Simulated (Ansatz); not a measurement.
# HgTe, space group Cmcm: cell relaxations under several functionals

Program: the Python package of Ansatz (0.2.0).

The script, `hgte.py`:
```python
"""How the lattice of HgTe depends on the functional."""

import ansatz as az
import numpy as np
from pymatgen.core import Lattice, Structure
from pymatgen.io.ase import AseAtomsAdaptor

MESH = (4, 4, 4)
FMAX = 0.05

def edges_and_angles(cell):
    cell = np.asarray(cell)
    a, b, c = np.linalg.norm(cell, axis=1)
    cosines = cell[1] @ cell[2] / (b * c), cell[0] @ cell[2] / (a * c), cell[0] @ cell[1] / (a * b)
    return (a, b, c, *np.degrees(np.arccos(cosines)))

pmg_structure = Structure(
    Lattice([(2.992518, -3.466929, 0.0), (2.992518, 3.466929, 0.0), (0.0, 0.0, 5.798157)]),
    ["Hg", "Hg", "Te", "Te"],
    [
        (0.34305, 0.65695, 0.75),
        (0.65695, 0.34305, 0.25),
        (0.784809, 0.215191, 0.75),
        (0.215191, 0.784809, 0.25),
    ],
)
hgte = az.Crystal.from_ase(AseAtomsAdaptor.get_atoms(pmg_structure))

calc = (
    hgte.calculation()
    .kpoints(*MESH, center="gamma")
    .occupations(az.OccupationsMethod.GAUSSIAN)
    .relax(cell=True, force_tolerance=FMAX, max_steps=60)
)

levels = [("pbesol", "none"), ("lda", "none"), ("blyp", "d3bj")]
print("level            a       b       c    alpha   beta  gamma  V/atom  steps")
for name, dispersion in levels:
    seen = []
    run = calc.functional(name, dispersion=dispersion).session().plan()
    outcome = run.execute(on_event=lambda e: seen.append(e) if e["event"] == "relax_step" else None)
    cell = outcome.lattice.cell_ang
    label = name if dispersion == "none" else f"{name}+{dispersion}"
    print("{:13s} {:7.4f} {:7.4f} {:7.4f} {:6.2f} {:6.2f} {:6.2f}".format(label, *edges_and_angles(cell)), f"{abs(np.linalg.det(cell)) / len(outcome.lattice.sites):7.3f} {len(seen):5d}")
```

`python hgte.py` gives:
```text
level            a       b       c    alpha   beta  gamma  V/atom  steps
DeckWarning: basis.ecutwfc = 420 eV, auto-derived from the records' recommended cutoffs: set by Hg (normal level)
pbesol         4.5160  4.5160  5.3537  90.00  90.00  97.29  27.076    11
lda            4.4724  4.4724  5.2868  90.00  90.00  97.48  26.212    11
blyp+d3bj      4.5378  4.5378  5.4996  90.00  90.00  97.29  28.083    10
```
(Warnings from the package without file and line.)

From smallest to largest: LDA (26.21 Å³ an atom, -12.9 % against the start), PBEsol (27.08 Å³ an atom, -10.0 % against the start) and BLYP+D3BJ (28.08 Å³ an atom, -6.6 % against the start). The spread is 7.1 % in volume.

Caveats:
- BLYP and dispersion corrections can be off by several per cent in the lattices of metals, and by several GPa in the pressure at a fixed cell.
- For a metal this k-point mesh is coarse: on a finer one energies can move by several to tens of meV an atom and pressures by half a GPa or more, differences at one mesh by less.
- Edges and angles are those of the cell as typed, here a primitive one, not of the conventional cell.
- Spin-orbit coupling, which matters for elements this heavy, is left out.
- This cell is a computed structure, which may not be the phase found in nature.
- Processor time in the engine: 110 s on 1 thread of Intel(R) Xeon(R) Processor @ 2.30GHz, on a shared host, peak memory 0.69 GiB.
